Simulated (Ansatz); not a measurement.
# In3Se: the cost of one run

Program: Ansatz 0.2.0. Level of theory: DFT PBE, scalar-relativistic, plane waves, PAW. These are calculated values, not measurements.

1 further run of the same task is left out (it didn't finish).

### 1 The system as given

Symmetry: P4/mmm, No. 123, tetragonal system. Conventional cell: a = 4.469 Å, b = 4.469 Å, c = 6.187 Å, α = 90.00°, β = 90.00°, γ = 90.00°. In (site symmetry mmm) is surrounded by 2 In at 2.23 Å. In (site symmetry 4/mmm) is surrounded by 4 In at 2.23 Å and 2 Se at 3.09 Å. Around Se (site symmetry 4/mmm) lie 2 In at 3.09 Å.

As a file:

```cif
data_structure
_symmetry_space_group_name_H-M 'P4/mmm'
_symmetry_Int_Tables_number 123
_cell_length_a 4.4688
_cell_length_b 4.4688
_cell_length_c 6.1873
_cell_angle_alpha 90.000
_cell_angle_beta 90.000
_cell_angle_gamma 90.000
_cell_volume 123.56
loop_
_atom_site_label
_atom_site_type_symbol
_atom_site_symmetry_multiplicity
_atom_site_Wyckoff_symbol
_atom_site_fract_x
_atom_site_fract_y
_atom_site_fract_z
_atom_site_occupancy
In1 In 2 f 0.00000 0.50000 0.00000 1
In2 In 1 c 0.50000 0.50000 0.00000 1
Se1 Se 1 d 0.50000 0.50000 0.50000 1
```

Recipe of the guess: random cell by space group and Wyckoff sites (P4/mmm, No. 123). The dimensions are guesses.

### 2 Probe: one point on a coarse mesh

File input.yaml:

```yaml
crystal:
  lattice:
    - [4.46879991, 0.0, 0.0]
    - [0.0, 4.46879991, 0.0]
    - [0.0, 0.0, 6.18728888]
  atoms:
    - { symbol: In, position: [0.0, 0.5, 0.0] }
    - { symbol: In, position: [0.5, 0.0, 0.0] }
    - { symbol: In, position: [0.5, 0.5, 0.0] }
    - { symbol: Se, position: [0.5, 0.5, 0.5] }
basis:
  ecutwfc: 420
kpoints:
  mp_grid: { grid: [4, 4, 4] }
hamiltonian:
  xc: pbe
scf:
  occupations: { method: gaussian, width: 0.1 }
  lower_state_search: "off"
output:
  forces: true
  stress: true
  eigenvalues: true
```

Command:

```console
$ ansatz run input.yaml --threads 1 --pin off --max-ram 2560MiB --backend cpu --events-out ev --progress --plain --runs-dir out
```

**Question.** How long does this run take on 1 thread of Intel Xeon 6975P-C (Granite Rapids), shared host, and how much memory does it need?

About 2.5 s, with a peak of 0.44 GiB.
